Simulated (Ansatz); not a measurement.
# GeH3LiO (SMILES [Li][O][GeH3]): one structure at several levels

How do the functionals fare away from a minimum? The structure is a structure displaced at random from a GFN2-xTB minimum.

Method: single points in def2-TZVPP; program: Ansatz 0.2.0, Gaussian basis.

Cores are frozen in the correlated methods. Filled d shells of the heavier atoms are correlated. The outer core shell of Li, Na, Mg and K is correlated.

## Step 1: The starting structure

SMILES `[Li][O][GeH3]`, 6 atoms, charge 0, spin multiplicity 1.

Atoms are counted from 1 here; the program's logs count them from 0.

Bond lengths: Li1–O2 1.600 Å, O2–Ge3 1.678 Å, Ge3–H4 1.503 Å, Ge3–H5 1.482 Å, Ge3–H6 1.472 Å. Angles: Li1–O2–Ge3 174.7°, O2–Ge3–H4 105.9°, O2–Ge3–H5 106.7°, O2–Ge3–H6 109.0°, H4–Ge3–H5 107.5°, H4–Ge3–H6 111.4°, H5–Ge3–H6 115.8°.

Coordinates:

```
Li    0.9588   -2.2419    1.1488
O     0.4395   -0.9091    0.4322
Ge   -0.2144    0.4975   -0.2088
H    -1.1961    0.0548   -1.2575
H     0.8899    1.2029   -0.9018
H    -0.8801    1.2502    0.8672
```

## Step 2: CCSD(T)/def2-TZVPP

Input file run/in.yaml:

```yaml
crystal:
  periodic: [false, false, false]
  atoms:
    - {symbol: Li, position_ang: [0.958800, -2.241900, 1.148800]}
    - {symbol: O, position_ang: [0.439500, -0.909100, 0.432200]}
    - {symbol: Ge, position_ang: [-0.214400, 0.497500, -0.208800]}
    - {symbol: H, position_ang: [-1.196100, 0.054800, -1.257500]}
    - {symbol: H, position_ang: [0.889900, 1.202900, -0.901800]}
    - {symbol: H, position_ang: [-0.880100, 1.250200, 0.867200]}
basis:
  gaussian: {orbitals: def2-TZVPP}
correlation: {method: ccsd_t}
output: {forces: true}
```

No record of the launch command was kept for these runs.

## Step 3: PBE0-D4/def2-TZVPP

Edit run/in.yaml of step 2 so:

```diff
@@ -11,3 +11,3 @@
   gaussian: {orbitals: def2-TZVPP}
-correlation: {method: ccsd_t}
-output: {forces: true}
+hamiltonian: {xc: pbe0, dispersion: d4}
+output: {forces: true, orbitals: {seedname: orbitals}}
```

## Step 4: wB97M-V/def2-TZVPP

Edit run/in.yaml of step 3 so:

```diff
@@ -11,3 +11,3 @@
   gaussian: {orbitals: def2-TZVPP}
-hamiltonian: {xc: pbe0, dispersion: d4}
-output: {forces: true, orbitals: {seedname: orbitals}}
+hamiltonian: {xc: {name: wB97M-V}}
+output: {forces: true}
```

## Step 5: r2SCAN-D4/def2-TZVPP

Edit run/in.yaml of step 4 so:

```diff
@@ -11,3 +11,3 @@
   gaussian: {orbitals: def2-TZVPP}
-hamiltonian: {xc: {name: wB97M-V}}
+hamiltonian: {xc: r2scan, dispersion: d4}
 output: {forces: true}
```

## Step 6: PBE-D4/def2-TZVPP

Edit run/in.yaml of step 5 so:

```diff
@@ -11,3 +11,3 @@
   gaussian: {orbitals: def2-TZVPP}
-hamiltonian: {xc: r2scan, dispersion: d4}
+hamiltonian: {xc: pbe, dispersion: d4}
 output: {forces: true}
```

## Step 7: B97M-V/def2-TZVPP

Edit run/in.yaml of step 6 so:

```diff
@@ -11,3 +11,3 @@
   gaussian: {orbitals: def2-TZVPP}
-hamiltonian: {xc: pbe, dispersion: d4}
+hamiltonian: {xc: {name: B97M-V}}
 output: {forces: true}
```

## Step 8: CAM-B3LYP-D4/def2-TZVPP

Edit run/in.yaml of step 7 so:

```diff
@@ -11,3 +11,3 @@
   gaussian: {orbitals: def2-TZVPP}
-hamiltonian: {xc: {name: B97M-V}}
+hamiltonian: {xc: {name: CAM-B3LYP}, dispersion: d4}
 output: {forces: true}
```

(Steps that only read results are left out.)

**Question.** What will these runs give? Wanted: energy less free atoms, CCSD(T)/def2-TZVPP; RMS force component; RMS force error; HOMO and LUMO, PBE0-D4; T1 diagnostic.

The runs gave:

| quantity | value |
| --- | --- |
| energy less free atoms, CCSD(T)/def2-TZVPP | -1633.7 kJ/mol |
| RMS force component | 0.733 to 0.914 eV/Å over the methods |
| RMS force error | PBE0-D4 0.074, wB97M-V 0.044, r2SCAN-D4 0.026, PBE-D4 0.201, B97M-V 0.106, CAM-B3LYP-D4 0.076 eV/Å |
| HOMO and LUMO, PBE0-D4 | -6.34 and -1.04 eV |
| T1 diagnostic | 0.013 |

In words: Against CCSD(T) the functionals' energies less atoms differ by -49.8 to +18.9 kJ/mol, PBE-D4 by -10.2 kJ/mol. CCSD(T) in triple zeta still lacks some correlation energy of the bonds, so part of these gaps is its own basis error and they don't rank the functionals. For forces r2SCAN-D4 does best and PBE-D4 worst. Frozen-core CCSD(T) forces in triple zeta carry basis errors of their own, and this is one geometry, so small gaps rank nothing.
